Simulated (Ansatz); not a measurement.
**C₂H₅Si₂ radical: how energies converge with the basis set**

The task here is to estimate one member of a computed series from the others.

Method: one geometry, several basis sets; program: Ansatz 0.2.0, Gaussian basis.

The runs, in order: PBE0-D4/def2-SVP; ωB97M-V/def2-SVP; PBE0-D4/def2-QZVPP; ωB97M-V/def2-QZVPP; the functionals' def2-TZVPP values are taken from earlier runs.

## Structure used throughout

All runs share one geometry, relaxed beforehand with PBE0-D4 in a triple-zeta def2 set.

9 atoms, charge 0, spin multiplicity 2.

Atoms are counted from 1 here; the program's logs count them from 0.

Bond lengths: Si1–C2 1.802 Å, Si1–H5 1.483 Å, Si1–H6 1.483 Å, C2–C3 1.219 Å, C3–Si4 1.824 Å, Si4–H7 1.484 Å, Si4–H8 1.483 Å, Si4–H9 1.483 Å. Angles: C2–Si1–H5 111.6°, C2–Si1–H6 111.6°, H5–Si1–H6 112.7°, Si1–C2–C3 174.7°, C2–C3–Si4 179.2°, C3–Si4–H7 109.4°, C3–Si4–H8 109.1°, C3–Si4–H9 109.1°, H7–Si4–H8 109.7°, H7–Si4–H9 109.7°, H8–Si4–H9 109.8°.

Set-up of the first run:

Contents of in.yaml:

```yaml
crystal:
  periodic: [false, false, false]
  atoms:
    - {symbol: Si, position_ang: [-0.083334, 2.376443, -1.321890]}
    - {symbol: C, position_ang: [-0.023141, 0.801352, -0.449030]}
    - {symbol: C, position_ang: [0.126939, -0.244298, 0.159735]}
    - {symbol: Si, position_ang: [0.325700, -1.814471, 1.066476]}
    - {symbol: H, position_ang: [-0.415544, 2.194363, -2.755930]}
    - {symbol: H, position_ang: [-0.980937, 3.343244, -0.643963]}
    - {symbol: H, position_ang: [-0.967822, -2.540701, 1.082689]}
    - {symbol: H, position_ang: [1.354248, -2.640364, 0.388110]}
    - {symbol: H, position_ang: [0.752392, -1.521868, 2.456602]}
basis:
  gaussian: {orbitals: def2-SVP}
magnetization: {spin_polarized: true, initial_magnetization: 1}
hamiltonian: {xc: pbe0, dispersion: d4}
output: {orbitals: {seedname: orbitals}}
```

Started as:

```console
> ansatz run in.yaml --threads 4 --pin off --events-out ev --progress --plain --max-ram 10444MiB
```

Among the steps run: PBE0-D4 in def2-SVP; ωB97M-V in def2-SVP; PBE0-D4 in def2-QZVPP; ωB97M-V in def2-QZVPP.

One of the session's tables, all rows but one given; the rest of the session is left out.

It belongs to the step «Functionals by basis». 

```
functional       basis  HOMO (eV)  LUMO (eV)
   PBE0-D4    def2-SVP      -6.20      -2.78
   PBE0-D4  def2-TZVPP      -6.23      -2.81
   PBE0-D4  def2-QZVPP      -6.24      -2.83
   ωB97M-V    def2-SVP          ?          ?
   ωB97M-V  def2-TZVPP      -7.92      -1.18
   ωB97M-V  def2-QZVPP      -7.94      -1.22
```

**Question.** Estimate the row for ωB97M-V, def2-SVP.

As computed: HOMO (eV): -7.86; LUMO (eV): -1.07. In the column «HOMO (eV)» it lies between ωB97M-V, def2-TZVPP (-7.92) and PBE0-D4, def2-QZVPP (-6.24).
